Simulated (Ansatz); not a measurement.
This script drives Ansatz's Python interface.

Contents of `br3hsi.xyz`:
```text
5

Br    1.20100   -1.27430    1.36740
Si   -0.11600    0.05710    0.07920
Br    1.11820    1.59860   -0.89850
Br   -1.00260   -1.16560   -1.48260
H    -1.15080    0.71050    0.89310
```

`methods_br3hsi.py`:
```python
# -*- coding: utf-8 -*-
"""Br3HSi at several levels of theory."""

from pathlib import Path

import ansatz as az
import numpy as np

molecule = az.Crystal.molecule_from_extxyz("br3hsi.xyz")

calculation = (
    molecule.calculation()
    .basis(gaussian="def2-SVP")
    .accuracy("high")
)

print("functional    E (Ha)        dipole (D)   HOMO (eV)  LUMO (eV)")
for name in ["hf", "lda", "hse06", "pbe0", "blyp", "cam_b3lyp"]:
    report = calculation.functional(name).forces().orbitals().run(threads=1, pin="off", runs_dir="runs").report
    lines = Path(report["orbitals_path"]).read_text().splitlines()
    field_of = lambda key: [line.split("=")[1].strip() for line in lines if line.startswith(key)]
    orbitals = [(27.211386 * float(e), s, float(n)) for e, s, n in zip(field_of("Ene="), field_of("Spin="), field_of("Occup="))]
    homo = max(e for e, _, n in orbitals if n > 0.5)
    lumo = min(e for e, _, n in orbitals if n < 0.5)
    dipole = 4.803205 * np.linalg.norm(report["charge_distribution"]["dipole_moment_e_ang"])
    print(f"{name:10s} {report['free_energy_ev'] / 27.211386246:14.6f} {dipole:9.3f} {homo:11.3f} {lumo:10.3f}")
```

It is started by `python methods_br3hsi.py`. How long does it take on 1 thread of Intel(R) Xeon(R) Platinum 8488C (Sapphire Rapids) (shared host), and how much memory does it need?

It took about 71 s, with a peak of 0.73 GiB, for 6 runs of the engine.

Running `python methods_br3hsi.py` prints:
```text
functional    E (Ha)        dipole (D)   HOMO (eV)  LUMO (eV)
hf           -8005.867036     1.226     -11.405      2.813
lda          -7999.824254     0.912      -7.227     -2.058
hse06        -8010.665422     0.998      -8.060     -1.363
pbe0         -8010.657753     1.001      -8.456     -0.987
blyp         -8011.728312     0.848      -6.842     -1.659
cam_b3lyp    -8012.041942     1.022      -9.670      0.189
```

What to keep in mind:
- The settings weren't tested for convergence.
- The geometry is a force-field or estimated start, not a minimum of this method, and the basis set is short of its limit. A lower total doesn't mark the better method: functionals have no common bound, and MP2 and coupled cluster aren't variational.
- Levels such as HOMO and LUMO are orbital energies: with these approximate functionals they aren't the ionisation energy and electron affinity, and their gap isn't the fundamental gap.
- hse06 follows the composition of plane-wave codes, whose totals differ by tens of mHa, up to about 0.1 Ha, from the form usual in Gaussian-basis programs (wpbeh).

(A comment or docstring line of the script was reworded after the run, the code is as it ran; lines on the test bed's own set-up are left out of the output.)
